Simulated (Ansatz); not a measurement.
The same calculation of BH₆PSSi, SMILES [SiH3]SBP as a Python script and as an input file (the Ansatz DFT code, driven from Python).

`energy.py`
```python
# -*- coding: utf-8 -*-
"""Electronic structure of the BH6PSSi molecule."""

import ansatz as az


def main():
    geometry_ang = [
        ("Si", [-1.6119, 0.3888, 0.1565]),
        ("S", [-0.3005, 0.8174, -1.4895]),
        ("B", [0.9016, -0.5428, -0.9884]),
        ("P", [2.369, -0.1588, 0.2059]),
        ("H", [-0.8887, 0.5716, 1.4242]),
        ("H", [-2.0905, -0.9984, 0.0589]),
        ("H", [-2.7613, 1.3049, 0.1155]),
        ("H", [0.7604, -1.6362, -1.4119]),
        ("H", [1.85, 1.1355, 0.6134]),
        ("H", [1.7719, -0.8819, 1.3153]),
    ]
    geometry = az.Crystal.molecule()
    for symbol, xyz in geometry_ang:
        geometry = geometry.atom(symbol, xyz)

    calc = (
        geometry.calculation()
        .basis(gaussian="def2-TZVP")
        .functional("b3lyp")
    )
    trace = []
    res = calc.session().plan().execute(on_event=trace.append)
    summary = res.report
    for event in trace:
        if event["event"] == "mean_field_evaluation" and event["data"]["evaluation"] <= 25:
            print("pass {evaluation:3d}  E = {energy_ev:.6f} eV  gradient {gradient_ev:.1e}".format(**event["data"]))

    print("reference energy %16.6f eV" % summary["reference_energy_ev"])
    print("total energy     %16.6f eV" % summary["free_energy_ev"])
    print("occupied orbitals outside the frozen core (up, down):", summary["n_occupied"], " frozen:", summary["n_frozen"], " virtual:", summary["n_virtual"])


if __name__ == "__main__":
    main()
```

```console
$ python energy.py
pass   1  E = -28777.224357 eV  gradient 2.4e+01
pass   2  E = -28777.014772 eV  gradient 2.5e+01
pass   3  E = -28778.946487 eV  gradient 5.7e+00
pass   4  E = -28779.037629 eV  gradient 1.6e+00
pass   5  E = -28779.043158 eV  gradient 3.1e-01
pass   6  E = -28779.043370 eV  gradient 3.1e-01
pass   7  E = -28779.043544 eV  gradient 3.1e-01
pass   8  E = -28779.043799 eV  gradient 1.2e-01
pass   9  E = -28779.043833 eV  gradient 2.8e-02
pass  10  E = -28779.089789 eV  gradient 1.3e-01
pass  11  E = -28779.089814 eV  gradient 2.1e-02
pass  12  E = -28779.089815 eV  gradient 1.1e-02
pass  13  E = -28779.089815 eV  gradient 3.5e-03
pass  14  E = -28779.089815 eV  gradient 4.9e-04
pass  15  E = -28779.089815 eV  gradient 2.1e-04
pass  16  E = -28779.089815 eV  gradient 2.1e-04
pass  17  E = -28779.089815 eV  gradient 3.5e-05
pass  18  E = -28779.089815 eV  gradient 3.5e-05
reference energy    -28779.090102 eV
total energy        -28779.090102 eV
occupied orbitals outside the frozen core (up, down): [28, 28]  frozen: 0  virtual: [150, 150]
```

`input.yaml`:
```yaml
crystal:
  periodic: [false, false, false]
  atoms:
    - { symbol: Si, position_ang: [-1.6119, 0.3888, 0.1565] }
    - { symbol: S, position_ang: [-0.3005, 0.8174, -1.4895] }
    - { symbol: B, position_ang: [0.9016, -0.5428, -0.9884] }
    - { symbol: P, position_ang: [2.369, -0.1588, 0.2059] }
    - { symbol: H, position_ang: [-0.8887, 0.5716, 1.4242] }
    - { symbol: H, position_ang: [-2.0905, -0.9984, 0.0589] }
    - { symbol: H, position_ang: [-2.7613, 1.3049, 0.1155] }
    - { symbol: H, position_ang: [0.7604, -1.6362, -1.4119] }
    - { symbol: H, position_ang: [1.85, 1.1355, 0.6134] }
    - { symbol: H, position_ang: [1.7719, -0.8819, 1.3153] }
basis:
  gaussian: { orbitals: def2-TZVP }
hamiltonian:
  xc: b3lyp
```

The program run on that file:
```console
$ ansatz run input.yaml --threads 1 --pin off --max-ram 4096MiB --backend cpu --events-out ev --progress --plain --runs-dir out
Engine: ansatz 0.2.0, x86_64-unknown-linux-gnu
Functional definition: B3LYP
  parameter a0 = 0.2
  parameter ax = 0.72
  parameter ac = 0.81
  exchange = (1 - a0 - ax)*slater_x + ax*b88_x + a0*exact_x
  correlation = (1 - ac)*vwn_rpa_c + ac*lyp_c
1247 factors; their error is unknown
mean field evaluation 1: about -28777.2244 eV, gradient 2.4e1 eV
mean field evaluation 2: about -28777.0148 eV, gradient 2.5e1 eV
mean field evaluation 4: about -28779.0376 eV, gradient 1.6e0 eV
mean field evaluation 8: about -28779.0438 eV, gradient 1.2e-1 eV
mean field evaluation 16: about -28779.0898 eV, gradient 2.1e-4 eV
mean field -28779.08981504 eV, -1057.6120435351 hartree, gradient 3.5e-5 eV, S^2 0.000000; 0 other end points of the search recorded, 0 dependent functions left out
reference -28779.09010188 eV, -1057.6120540763 hartree; 28, 28 occupied and 150, 150 virtual orbitals, 1247 factors
Total energy: -28779.09010188 eV, -1057.6120540763 hartree
```

Caveats:
- Total energies depend on the basis set; only differences at equal settings carry meaning.
- The geometry is a force-field or estimated start, not a minimum of this method, and the basis set is short of its limit.
- b3lyp holds the VWN-RPA fit, as in Gaussian; the form of ORCA and Turbomole is b3lyp5.
- Early passes use coarser integrals and grids, so their energies can't be compared with the last.
- Finished in 8.2 s on 1 thread of Intel(R) Xeon(R) Platinum 8375C CPU @ 2.90GHz (Ice Lake), with other jobs on the host, peak memory 0.38 GiB.

(A comment or docstring line of the script was reworded after the run, the code is as it ran; lines on the test bed's own set-up are left out of the output.)
